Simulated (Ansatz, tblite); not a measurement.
**SiH(vinyl)3 (C6H10Si): one state, many levels**

Aim: run the singlet of SiH(vinyl)3 (C6H10Si) at one geometry on many levels, and compare frontier levels, spin and run time.

The runs use Ansatz 0.2.0, Gaussian basis; as each input shows.

The runs, in order: GFN1-xTB, GFN2-xTB, PBE-D4/def2-TZVP, r2SCAN-D4/def2-TZVP, PBE-QIDH/def2-TZVP, BHLYP-D4/def2-TZVP, BLYP-D4/def2-TZVP, PBE-D4/def2-SVP, PBE0-D4/def2-SVP, HF/6-31G, B3LYP-D4/6-31G, PBE0-D4/def2-TZVPD, PBE-D4/def2-TZVPD, PBE-QIDH/def2-TZVPD, CCSD(T)/def2-SVP, MP2/def2-TZVP, RPA/def2-TZVP.

3 further runs of the same task are left out: 1 that didn't finish, 2 set aside as unsound or not needed.

**1. The geometry**

The singlet was relaxed beforehand with B3LYP-D4/def2-SVP.

17 atoms, charge 0, spin multiplicity 1.

Bond lengths: Si1–H2 1.494 Å, Si1–C3 1.877 Å, Si1–C8 1.877 Å, Si1–C13 1.877 Å, C3–C4 1.340 Å, C3–H5 1.100 Å, C4–H6 1.096 Å, C4–H7 1.096 Å, C8–C9 1.340 Å, C8–H10 1.100 Å, C9–H11 1.096 Å, C9–H12 1.096 Å, C13–C14 1.340 Å, C13–H15 1.100 Å, C14–H16 1.096 Å, C14–H17 1.096 Å. Angles: H2–Si1–C3 109.1°, H2–Si1–C8 109.1°, H2–Si1–C13 109.1°, C3–Si1–C8 109.9°, C3–Si1–C13 109.8°, C8–Si1–C13 109.8°, Si1–C3–C4 123.9°, Si1–C3–H5 118.3°, C4–C3–H5 117.7°, C3–C4–H6 121.8°, C3–C4–H7 122.3°, H6–C4–H7 115.9°, Si1–C8–C9 124.0°, Si1–C8–H10 118.3°, C9–C8–H10 117.7°, C8–C9–H11 121.8°, C8–C9–H12 122.3°, H11–C9–H12 115.9° and more.

PBE0-D4/def2-TZVP was run before; its log isn't repeated, and its numbers join the tables.

**2. GFN1-xTB**

Tight binding, by tblite at 300 K electronic temperature and without a spin-polarisation term:

```python
tblite.interface.Calculator('GFN1-xTB', numbers, positions, charge=0, uhf=0).singlepoint()
```

Energy -539.2137 eV, HOMO -11.64 eV, LUMO -7.49 eV; 0.023 s.

**3. GFN2-xTB**

Tight binding, by tblite at 300 K electronic temperature and without a spin-polarisation term:

```python
tblite.interface.Calculator('GFN2-xTB', numbers, positions, charge=0, uhf=0).singlepoint()
```

Energy -531.4579 eV, HOMO -10.48 eV, LUMO -6.38 eV; 0.022 s.

**4. PBE-D4/def2-TZVP**

start.molden holds the orbitals of an earlier run on this state, given as this run's starting guess.

File in.yaml:

```yaml
crystal:
  periodic: [false, false, false]
  atoms:
    - {symbol: Si, position_ang: [0.000465, 0.002108, 0.094443]}
    - {symbol: H, position_ang: [0.019113, 0.006971, 1.587899]}
    - {symbol: C, position_ang: [1.743097, -0.287380, -0.539844]}
    - {symbol: C, position_ang: [2.805556, -0.480815, 0.253645]}
    - {symbol: H, position_ang: [1.907328, -0.300499, -1.627124]}
    - {symbol: H, position_ang: [2.717999, -0.480858, 1.346597]}
    - {symbol: H, position_ang: [3.812903, -0.648679, -0.145336]}
    - {symbol: C, position_ang: [-0.633905, 1.659147, -0.517578]}
    - {symbol: C, position_ang: [-0.984980, 2.670487, 0.288519]}
    - {symbol: H, position_ang: [-0.724916, 1.814453, -1.602462]}
    - {symbol: H, position_ang: [-0.921113, 2.588290, 1.380017]}
    - {symbol: H, position_ang: [-1.352400, 3.628408, -0.098148]}
    - {symbol: C, position_ang: [-1.130821, -1.372281, -0.500597]}
    - {symbol: C, position_ang: [-1.807869, -2.190669, 0.316542]}
    - {symbol: H, position_ang: [-1.248468, -1.518998, -1.584090]}
    - {symbol: H, position_ang: [-1.739512, -2.104092, 1.407426]}
    - {symbol: H, position_ang: [-2.462489, -2.985565, -0.059911]}
basis:
  gaussian: {orbitals: def2-TZVP, initial_orbitals: start.molden}
hamiltonian: {xc: pbe, dispersion: d4}
scf: {omitted_lower_state_checks: [starts]}
output: {orbitals: {seedname: orbitals}}
```

Started as:

```sh
ansatz run in.yaml --threads 4 --pin off --events-out ev --progress --plain --max-ram 4787MiB
```

After this run come: r2SCAN-D4/def2-TZVP; PBE-QIDH/def2-TZVP; BHLYP-D4/def2-TZVP; BLYP-D4/def2-TZVP; PBE-D4/def2-SVP; PBE0-D4/def2-SVP; HF/6-31G; B3LYP-D4/6-31G; PBE0-D4/def2-TZVPD; PBE-D4/def2-TZVPD; PBE-QIDH/def2-TZVPD; CCSD(T)/def2-SVP; MP2/def2-TZVP; RPA/def2-TZVP.

**Question.** What will the summary of the whole plan be? Wanted: gap in def2-TZVP, named functionals, smallest and largest; correlation energy, CCSD(T)/def2-SVP; correlation energy, MP2/def2-TZVP; binding an atom, CCSD(T)/def2-SVP; PBE0 total energy, smallest basis above largest.

**Answer**, as computed:

```
                                                 quantity                                  value
gap in def2-TZVP, named functionals, smallest and largest  4.87 eV (BLYP-D4), 8.95 eV (BHLYP-D4)
                     correlation energy, CCSD(T)/def2-SVP                              -27.43 eV
                        correlation energy, MP2/def2-TZVP                              -28.82 eV
                        binding an atom, CCSD(T)/def2-SVP                               4.084 eV
          PBE0 total energy, smallest basis above largest         9.67 eV (def2-SVP, def2-TZVPD)
```

**Reading.** Over the named functionals in def2-TZVP the gap runs from 4.87 eV (BLYP-D4) to 8.95 eV (BHLYP-D4); exact exchange widens it. A small miss in a minimal or small basis is a cancelling of errors, not accuracy. The functionals in def2-TZVP miss CCSD(T)/def2-SVP by +0.075 (BHLYP-D4) to +0.269 eV (PBE-D4) an atom. The yardstick is in a double-zeta basis, so levels in larger sets aren't compared like for like. CCSD(T)/def2-SVP isn't at the basis-set limit; small misses against it rank nothing.
